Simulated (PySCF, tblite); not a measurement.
# C4H6Si: bond homolysis, part 2 of 3

tblite 0.8.0 and PySCF 2.14.0. Atoms count from 0.

## Step 10: Harmonic vibrations (C₄H₅Si radical, [C]1=CC=C[SiH2]1): PBE0-D3(BJ)/def2-SVP

What the job is given:

```
{"job": {"xc": "PBE0", "basis": "def2-SVP", "d3": "d3bj", "grid": 2, "kind": "hessian"}, "charge": 0, "multiplicity": 2}
C     -1.041454     0.809189    -0.371780
C      0.210340     1.264373    -0.286079
Si     1.377015    -0.103052     0.231508
C     -0.060011    -1.316401     0.294900
C     -1.179946    -0.639506    -0.044540
H     -1.920176     1.402012    -0.652226
H      2.036559     0.144587     1.546634
H      2.415321    -0.421738    -0.791136
H     -0.078377    -2.378593     0.547567
H     -2.172495    -1.103482    -0.089643
```

What it wrote:

```text
coarse grid: 9072 points
cycle   1  E = -444.1976524061  dE =  5.087e-01  |g| = 2.139e-01  |ddm| = 2.421e+00
cycle   2  E = -444.1980442613  dE = -3.919e-04  |g| = 2.276e-01  |ddm| = 4.948e-01
cycle   3  E = -444.2266074479  dE = -2.856e-02  |g| = 5.044e-02  |ddm| = 2.617e-01
cycle   4  E = -444.2277875980  dE = -1.180e-03  |g| = 3.020e-02  |ddm| = 8.572e-02
cycle   5  E = -444.2284735247  dE = -6.859e-04  |g| = 6.057e-03  |ddm| = 3.938e-02
cycle   6  E = -444.2285698201  dE = -9.630e-05  |g| = 4.509e-03  |ddm| = 1.612e-02
cycle   7  E = -444.2286271529  dE = -5.733e-05  |g| = 3.607e-03  |ddm| = 1.339e-02
cycle   8  E = -444.2286796174  dE = -5.246e-05  |g| = 2.021e-03  |ddm| = 1.581e-02
cycle   9  E = -444.2287040835  dE = -2.447e-05  |g| = 1.169e-03  |ddm| = 1.275e-02
cycle  10  E = -444.2287125952  dE = -8.512e-06  |g| = 6.239e-04  |ddm| = 8.584e-03
final grid: 83624 points
cycle  11  E = -444.2893334301  dE = -1.157e-05  |g| = 3.420e-03  |ddm| = 1.249e-02
cycle  12  E = -444.2893309455  dE =  2.485e-06  |g| = 4.151e-03  |ddm| = 7.934e-03
cycle  13  E = -444.2893407932  dE = -9.848e-06  |g| = 8.173e-04  |ddm| = 4.743e-03
cycle  14  E = -444.2893412589  dE = -4.657e-07  |g| = 2.446e-04  |ddm| = 9.767e-04
cycle  15  E = -444.2893415267  dE = -2.678e-07  |g| = 1.635e-04  |ddm| = 9.714e-04
cycle  16  E = -444.2893417253  dE = -1.986e-07  |g| = 1.389e-04  |ddm| = 1.193e-03
cycle  17  E = -444.2893417814  dE = -5.614e-08  |g| = 6.374e-05  |ddm| = 5.574e-04
cycle  18  E = -444.2893418083  dE = -2.684e-08  |g| = 2.961e-05  |ddm| = 5.314e-04
cycle  19  E = -444.2893418119  dE = -3.638e-09  |g| = 1.830e-05  |ddm| = 1.546e-04
cycle  20  E = -444.2893418133  dE = -1.390e-09  |g| = 6.557e-06  |ddm| = 1.112e-04
cycle  21  E = -444.2893418135  dE = -2.410e-10  |g| = 2.405e-06  |ddm| = 4.454e-05
cycle  22  E = -444.2893418136  dE = -2.376e-11  |g| = 1.196e-06  |ddm| = 1.464e-05
converged SCF energy = -444.2893418136

mode    cm-1
  1     217.4
  2     333.9
  3     487.9
  4     574.2
  5     601.5
  6     672.7
  7     706.8
  8     735.8
  9     766.7
 10     853.0
 11     864.2
 12     933.5
 13     967.3
 14     999.0
 15    1096.0
 16    1210.0
 17    1317.2
 18    1572.3
 19    1654.8
 20    2245.5
 21    2246.4
 22    3171.0
 23    3183.7
 24    3236.6
ZPE 183.313  H(298)-E 199.039  G(298)-E 108.222 kJ/mol  S 304.60 J/(mol K)
```

Run time: 3.3 min. Hardware: 1 thread of Intel Xeon Platinum 8375C at 2.90GHz, shared host; peak memory 1.7 GiB.

Zero-point energy 183.31 kJ/mol (xTB gave 175.69).

## Step 11: Single point (C4H5Si radical, [C]1=CC=C[SiH2]1): M06-2X/def2-TZVP

Geometry: PBE0-D3(BJ)/def2-SVP.

The job, as its differences from that of step 10:

```diff
@@ -1,2 +1,2 @@
-{"job": {"xc": "PBE0", "basis": "def2-SVP", "d3": "d3bj", "grid": 2, "kind": "hessian"}, "charge": 0, "multiplicity": 2}
+{"job": {"kind": "sp", "xc": "M06-2X", "basis": "def2-TZVP", "grid": 3}, "charge": 0, "multiplicity": 2}
 C     -1.041454     0.809189    -0.371780
```

What it wrote:

```text
coarse grid: 39496 points
cycle   1  E = -444.7349185031  dE =  7.281e-01  |g| = 2.130e-01  |ddm| = 1.759e+00
cycle   2  E = -444.7529377154  dE = -1.802e-02  |g| = 1.619e-01  |ddm| = 2.895e-01
cycle   3  E = -444.7657873365  dE = -1.285e-02  |g| = 5.385e-02  |ddm| = 1.443e-01
cycle   4  E = -444.7676454261  dE = -1.858e-03  |g| = 2.813e-02  |ddm| = 6.609e-02
cycle   5  E = -444.7682831391  dE = -6.377e-04  |g| = 9.150e-03  |ddm| = 2.931e-02
cycle   6  E = -444.7684677643  dE = -1.846e-04  |g| = 5.384e-03  |ddm| = 1.921e-02
cycle   7  E = -444.7685275124  dE = -5.975e-05  |g| = 2.985e-03  |ddm| = 1.196e-02
cycle   8  E = -444.7685500980  dE = -2.259e-05  |g| = 1.595e-03  |ddm| = 6.825e-03
cycle   9  E = -444.7685603816  dE = -1.028e-05  |g| = 8.303e-04  |ddm| = 5.097e-03
cycle  10  E = -444.7685644964  dE = -4.115e-06  |g| = 4.343e-04  |ddm| = 4.022e-03
final grid: 124696 points
cycle  11  E = -444.7688160484  dE = -1.000e-05  |g| = 1.015e-03  |ddm| = 1.214e-02
cycle  12  E = -444.7688165775  dE = -5.291e-07  |g| = 5.790e-04  |ddm| = 1.653e-03
cycle  13  E = -444.7688167805  dE = -2.029e-07  |g| = 2.588e-04  |ddm| = 6.453e-04
cycle  14  E = -444.7688168795  dE = -9.903e-08  |g| = 1.575e-04  |ddm| = 3.559e-04
cycle  15  E = -444.7688169558  dE = -7.629e-08  |g| = 9.022e-05  |ddm| = 3.925e-04
cycle  16  E = -444.7688169949  dE = -3.916e-08  |g| = 5.562e-05  |ddm| = 3.306e-04
cycle  17  E = -444.7688170116  dE = -1.663e-08  |g| = 2.553e-05  |ddm| = 3.125e-04
cycle  18  E = -444.7688170128  dE = -1.231e-09  |g| = 1.316e-05  |ddm| = 6.664e-05
converged SCF energy = -444.7688170128
```

It took 33 s on 1 thread of Intel Xeon Platinum 8375C at 2.90GHz, shared host; peak memory 0.8 GiB.

## Step 12: Geometry optimisation with GFN2-xTB

This step treats C4H5Si radical, labelled `[C]1=C[SiH2]C=C1` (the label fixes atoms and charge, not where charge and spin sit).

What the job is given:

```
{"job": {"kind": "relax", "xc": "GFN2-xTB", "basis": "xTB"}, "charge": 0, "multiplicity": 2}
C     -1.006000     0.791300    -0.366900
C      0.212200     1.320400    -0.300000
Si     1.366500    -0.101500     0.244200
C     -0.068300    -1.306800     0.273900
C     -1.183400    -0.645200    -0.038100
H      0.428500     2.358900    -0.496800
H      2.016200     0.126200     1.551600
H      2.415700    -0.420600    -0.759400
H     -0.072300    -2.391400     0.540800
H     -2.183100    -1.103100    -0.101000
```

What it wrote:

```text
step      E/eV     max force
  0    -344.75778    1.407
  1    -344.82694    0.996
  2    -344.84976    0.452
  3    -344.85631    0.299
  4    -344.86103    0.180
  5    -344.86338    0.140
  6    -344.86472    0.085
  7    -344.86555    0.077
  8    -344.86593    0.054
  9    -344.86618    0.053
 10    -344.86644    0.050
 11    -344.86670    0.061
 12    -344.86691    0.046
 13    -344.86705    0.029
 14    -344.86716    0.033
 15    -344.86724    0.029
 16    -344.86729    0.017
 17    -344.86730    0.009
```

Run time: 0.07 s. Hardware: 1 thread of Intel Xeon Platinum 8375C at 2.90GHz, shared host.

Along the way:

```tsv
step	energy from step 0 (eV)	largest force (eV/Å)
0	0.0000	1.4072
1	-0.0692	0.9962
2	-0.0920	0.4524
3	-0.0985	0.2988
4	-0.1033	0.1797
5	-0.1056	0.1403
6	-0.1069	0.0846
7	-0.1078	0.0771
8	-0.1081	0.0537
9	-0.1084	0.0531
10	-0.1087	0.0501
11	-0.1089	0.0615
12	-0.1091	0.0457
13	-0.1093	0.0294
14	-0.1094	0.0327
15	-0.1095	0.0292
16	-0.1095	0.0175
17	-0.1095	0.0094
```

Distances of close pairs at the start and the end, largest changes first:

```tsv
bond	before (Å)	after (Å)	change (Å)
C0–C4	1.484	1.440	-0.044
C3–H8	1.117	1.079	-0.037
C1–Si2	1.911	1.937	+0.027
Si2–H7	1.487	1.461	-0.026
C0–C1	1.330	1.307	-0.023
C4–H9	1.101	1.081	-0.021
Si2–H6	1.478	1.461	-0.017
Si2–C3	1.874	1.888	+0.014
```

The next job starts from the end point, and lists it.

## Step 13: Vibrational analysis with GFN2-xTB

What the job is given:

```
{"job": {"kind": "ir", "xc": "GFN2-xTB", "basis": "xTB"}, "charge": 0, "multiplicity": 2}
C     -0.996695     0.756459    -0.351750
C      0.190227     1.299175    -0.288338
Si     1.403261    -0.112891     0.248257
C     -0.066826    -1.297360     0.283815
C     -1.188800    -0.639240    -0.053117
H      0.452233     2.319865    -0.489275
H      1.987128     0.147572     1.561972
H      2.389196    -0.408470    -0.788465
H     -0.073569    -2.348246     0.530607
H     -2.170297    -1.088649    -0.105440
```

What it wrote:

```text
mode    cm-1     km/mol
  1     221.9      0.01
  2     314.9      4.57
  3     448.8     30.05
  4     449.3     26.80
  5     520.5     15.86
  6     556.1     79.30
  7     598.8     19.92
  8     705.8      7.20
  9     724.0     81.53
 10     739.0    170.83
 11     743.7     10.62
 12     806.0     86.28
 13     899.9      0.07
 14     989.7     40.51
 15    1101.7      5.17
 16    1107.9      6.41
 17    1285.4      0.80
 18    1528.5     21.18
 19    1635.8     15.78
 20    2271.3    163.60
 21    2272.5    458.43
 22    3057.1     29.47
 23    3072.8     66.49
 24    3129.7     22.80
ZPE 174.543  H(298)-E 191.441  G(298)-E 98.897 kJ/mol  S 310.39 J/(mol K)
```

Wall time 0.23 s (1 thread of Intel Xeon Platinum 8375C at 2.90GHz, shared host).

The strongest bands and the atoms that carry them (share of the mass-weighted mode):

```tsv
cm⁻¹	km/mol	atoms
556	79.3	Si2 23 %, H6 22 %, H7 21 %, C4 12 %
724	81.5	H5 63 %, C1 14 %, H9 10 %
739	170.8	H6 43 %, H7 43 %
806	86.3	C3 39 %, H8 16 %, Si2 16 %
990	40.5	H5 39 %, C4 23 %, C0 13 %, H8 10 %
2271	163.6	H6 78 %, H7 20 %
2272	458.4	H7 77 %, H6 19 %
3073	66.5	H8 55 %, H9 37 %
```

## Step 14: Optimising the geometry at PBE0-D3(BJ)/def2-SVP

This step treats C4H5Si radical, labelled `[C]1=C[SiH2]C=C1` (the label fixes atoms and charge, not where charge and spin sit).

The job, as its differences from that of step 13:

```diff
@@ -1,2 +1,2 @@
-{"job": {"kind": "ir", "xc": "GFN2-xTB", "basis": "xTB"}, "charge": 0, "multiplicity": 2}
+{"job": {"xc": "PBE0", "basis": "def2-SVP", "d3": "d3bj", "grid": 1, "kind": "geom"}, "charge": 0, "multiplicity": 2}
 C     -0.996695     0.756459    -0.351750
```

What it wrote:

```text
step   0  E = -444.28987759  max force = 0.038257
step   1  E = -444.29536670  max force = 0.007069
step   2  E = -444.29550306  max force = 0.001793
step   3  E = -444.29551639  max force = 0.000678
step   4  E = -444.29551898  max force = 0.000547
step   5  E = -444.29552099  max force = 0.000140
optimisation converged
```

Wall time 25 s (1 thread of Intel Xeon Platinum 8375C at 2.90GHz, shared host).

Step by step:

```tsv
step	energy from step 0 (eV)	largest force component (eV/Å)
0	0.0000	1.9673
1	-0.1494	0.3635
2	-0.1531	0.0922
3	-0.1534	0.0349
4	-0.1535	0.0281
5	-0.1536	0.0072
```

Distances of close pairs at the start and the end, largest changes first:

```tsv
bond	before (Å)	after (Å)	change (Å)
C1–Si2	1.937	1.888	-0.050
Si2–H6	1.461	1.495	+0.034
Si2–H7	1.461	1.495	+0.034
C0–C4	1.440	1.464	+0.024
C0–C1	1.307	1.329	+0.022
C1–H5	1.073	1.092	+0.019
C4–H9	1.081	1.095	+0.014
C3–H8	1.079	1.093	+0.013
```

The final coordinates are the input of the step that follows.

```tsv
at the end point	value
point group (found at 0.08 Å tolerance)	Cs
rotational constants (GHz, main isotopes)	6.815, 5.249, 3.072
dipole moment (D)	0.72
⟨S²⟩	0.767
```

## Step 15: Harmonic vibrations (C₄H₅Si radical, [C]1=C[SiH2]C=C1): PBE0-D3(BJ)/def2-SVP

What the job is given:

```
{"job": {"xc": "PBE0", "basis": "def2-SVP", "d3": "d3bj", "grid": 2, "kind": "hessian"}, "charge": 0, "multiplicity": 2}
C     -0.969444     0.768852    -0.319266
C      0.226697     1.346567    -0.277014
Si     1.345162    -0.093442     0.212177
C     -0.068593    -1.331139     0.285256
C     -1.192422    -0.649117    -0.031249
H      0.450361     2.395495    -0.481913
H      2.027490     0.101520     1.528168
H      2.375689    -0.432068    -0.816558
H     -0.073751    -2.397135     0.525843
H     -2.195423    -1.085638    -0.078020
```

What it wrote:

```text
coarse grid: 9072 points
cycle   1  E = -444.2030070474  dE =  5.365e-01  |g| = 2.214e-01  |ddm| = 2.446e+00
cycle   2  E = -444.2044977206  dE = -1.491e-03  |g| = 2.295e-01  |ddm| = 4.957e-01
cycle   3  E = -444.2330877507  dE = -2.859e-02  |g| = 4.666e-02  |ddm| = 2.499e-01
cycle   4  E = -444.2338895052  dE = -8.018e-04  |g| = 3.174e-02  |ddm| = 8.803e-02
cycle   5  E = -444.2346014683  dE = -7.120e-04  |g| = 5.687e-03  |ddm| = 3.880e-02
cycle   6  E = -444.2346721634  dE = -7.070e-05  |g| = 3.185e-03  |ddm| = 1.488e-02
cycle   7  E = -444.2347084370  dE = -3.627e-05  |g| = 2.330e-03  |ddm| = 1.151e-02
cycle   8  E = -444.2347265449  dE = -1.811e-05  |g| = 1.771e-03  |ddm| = 8.337e-03
cycle   9  E = -444.2347389566  dE = -1.241e-05  |g| = 8.966e-04  |ddm| = 8.122e-03
cycle  10  E = -444.2347443411  dE = -5.384e-06  |g| = 4.697e-04  |ddm| = 6.681e-03
final grid: 83624 points
cycle  11  E = -444.2954995275  dE = -1.193e-05  |g| = 3.338e-03  |ddm| = 1.268e-02
cycle  12  E = -444.2954986805  dE =  8.469e-07  |g| = 3.644e-03  |ddm| = 7.638e-03
cycle  13  E = -444.2955067092  dE = -8.029e-06  |g| = 2.616e-04  |ddm| = 4.233e-03
cycle  14  E = -444.2955068551  dE = -1.459e-07  |g| = 2.461e-04  |ddm| = 6.391e-04
cycle  15  E = -444.2955069812  dE = -1.261e-07  |g| = 1.483e-04  |ddm| = 5.622e-04
cycle  16  E = -444.2955071356  dE = -1.544e-07  |g| = 7.171e-05  |ddm| = 1.054e-03
cycle  17  E = -444.2955071749  dE = -3.927e-08  |g| = 5.098e-05  |ddm| = 5.880e-04
cycle  18  E = -444.2955071842  dE = -9.337e-09  |g| = 1.910e-05  |ddm| = 2.869e-04
cycle  19  E = -444.2955071860  dE = -1.795e-09  |g| = 1.920e-05  |ddm| = 1.206e-04
cycle  20  E = -444.2955071865  dE = -5.301e-10  |g| = 6.636e-06  |ddm| = 4.931e-05
cycle  21  E = -444.2955071867  dE = -2.020e-10  |g| = 2.239e-06  |ddm| = 4.394e-05
cycle  22  E = -444.2955071867  dE = -9.322e-12  |g| = 9.974e-07  |ddm| = 9.099e-06
converged SCF energy = -444.2955071867

mode    cm-1
  1     237.7
  2     389.7
  3     476.9
  4     522.6
  5     601.7
  6     644.4
  7     694.9
  8     732.6
  9     736.3
 10     754.1
 11     866.1
 12     930.9
 13     971.4
 14     995.4
 15    1091.3
 16    1120.1
 17    1322.0
 18    1584.5
 19    1641.1
 20    2226.8
 21    2228.4
 22    3196.1
 23    3230.7
 24    3236.7
ZPE 182.027  H(298)-E 197.796  G(298)-E 107.104 kJ/mol  S 304.18 J/(mol K)
```

Run time: 3.2 min. Hardware: 1 thread of Intel Xeon Platinum 8375C at 2.90GHz, shared host; peak memory 1.7 GiB.

Zero-point energy 182.03 kJ/mol (xTB gave 174.54).

## Step 16: Single point (C4H5Si radical, [C]1=C[SiH2]C=C1): M06-2X/def2-TZVP

Geometry: PBE0-D3(BJ)/def2-SVP.

The job, as its differences from that of step 15:

```diff
@@ -1,2 +1,2 @@
-{"job": {"xc": "PBE0", "basis": "def2-SVP", "d3": "d3bj", "grid": 2, "kind": "hessian"}, "charge": 0, "multiplicity": 2}
+{"job": {"kind": "sp", "xc": "M06-2X", "basis": "def2-TZVP", "grid": 3}, "charge": 0, "multiplicity": 2}
 C     -0.969444     0.768852    -0.319266
```

What it wrote:

```text
coarse grid: 39496 points
cycle   1  E = -444.7415364295  dE =  7.595e-01  |g| = 2.143e-01  |ddm| = 1.753e+00
cycle   2  E = -444.7588458062  dE = -1.731e-02  |g| = 1.580e-01  |ddm| = 3.141e-01
cycle   3  E = -444.7709911893  dE = -1.215e-02  |g| = 5.399e-02  |ddm| = 1.375e-01
cycle   4  E = -444.7727145096  dE = -1.723e-03  |g| = 2.856e-02  |ddm| = 6.610e-02
cycle   5  E = -444.7733868808  dE = -6.724e-04  |g| = 9.493e-03  |ddm| = 2.759e-02
cycle   6  E = -444.7735809066  dE = -1.940e-04  |g| = 4.388e-03  |ddm| = 2.220e-02
cycle   7  E = -444.7736275989  dE = -4.669e-05  |g| = 1.881e-03  |ddm| = 1.200e-02
cycle   8  E = -444.7736380867  dE = -1.049e-05  |g| = 1.268e-03  |ddm| = 5.240e-03
cycle   9  E = -444.7736417929  dE = -3.706e-06  |g| = 7.059e-04  |ddm| = 2.681e-03
final grid: 124696 points
cycle  10  E = -444.7740310734  dE = -1.172e-05  |g| = 1.099e-03  |ddm| = 1.339e-02
cycle  11  E = -444.7740320435  dE = -9.701e-07  |g| = 7.794e-04  |ddm| = 2.223e-03
cycle  12  E = -444.7740325059  dE = -4.623e-07  |g| = 4.192e-04  |ddm| = 8.655e-04
cycle  13  E = -444.7740328050  dE = -2.991e-07  |g| = 2.305e-04  |ddm| = 6.144e-04
cycle  14  E = -444.7740330753  dE = -2.703e-07  |g| = 1.317e-04  |ddm| = 8.995e-04
cycle  15  E = -444.7740331629  dE = -8.759e-08  |g| = 7.274e-05  |ddm| = 5.810e-04
cycle  16  E = -444.7740331823  dE = -1.941e-08  |g| = 3.083e-05  |ddm| = 3.568e-04
cycle  17  E = -444.7740331832  dE = -9.038e-10  |g| = 9.729e-06  |ddm| = 4.682e-05
converged SCF energy = -444.7740331832
```

Run time: 33 s. Hardware: 1 thread of Intel Xeon Platinum 8375C at 2.90GHz, shared host.

[end of part 2 of 3]
